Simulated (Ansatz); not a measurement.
**YCu2S2 in Ansatz: convergence with smearing width**

Crystal: YCu2S2.

```xyz
5
Lattice="3.9274 0.0000 0.0000 -1.9637 3.4012 0.0000 0.0000 0.0000 6.4141" Properties=species:S:1:pos:R:3 pbc="T T T"
Y     0.0000    0.0000    0.0000
Cu    0.0000    2.2675    2.1913
Cu    1.9637    1.1337    4.2228
S     0.0000    2.2675    4.6990
S     1.9637    1.1337    1.7151
```

The cell comes from a database or a generator and needn't be the stable form of this composition.

| Property | Result |
| --- | --- |
| Program | Ansatz 0.2.0 |
| Task | convergence study |
| Functional | PBE |
| Potentials or basis | Ansatz PAW |
| Cutoff | 420 eV (not typed: the program's choice for these potentials) |
| k mesh | 7 × 7 × 4 |
| Occupations | methfessel-paxton, width 0.3 eV |
| Spin | no spin polarisation |

These are the settings of the first run; the series varies smearing width, with any setting tied to it.

Hardware: 2 threads of Arm Neoverse V2, with other jobs on the host.

```tsv
smearing width	energy less the tightest run, at zero smearing (meV/atom)	pressure (GPa)	largest force (eV/Å)	SCF cycles	CPU time (s)	peak memory (GiB)
0.3 eV	-0.13	0.32	0.088	8	4.9	0.4
0.2 eV	-0.41	0.26	0.093	8	4.8	0.4
0.15 eV	-0.41	0.22	0.091	8	4.9	0.4
0.1 eV	-0.26	0.20	0.092	8	5.1	0.39
0.05 eV	-0.06	0.18	0.093	9	5.2	0.4
0.025 eV	0.00	0.17	0.095	9	5.6	0.4
0.01 eV	0.00	0.16	0.097	9	5.2	0.39
0.005 eV	0.00	0.16	0.097	10	5.6	0.4
```

Against the tightest run, the energy stays within 1 meV/atom from 0.3 eV on; the pressure stays within 0.1 GPa from 0.2 eV on; the largest force stays within 0.005 eV/Å from 0.05 eV on. Narrower smearing needs a denser k mesh, so at a fixed mesh the narrowest width isn't the most accurate. The tightest run that finished is the yardstick and may itself not be fully converged.

Caveat, for the tightest run too: the run has no spin polarisation, though such a crystal can be magnetic.
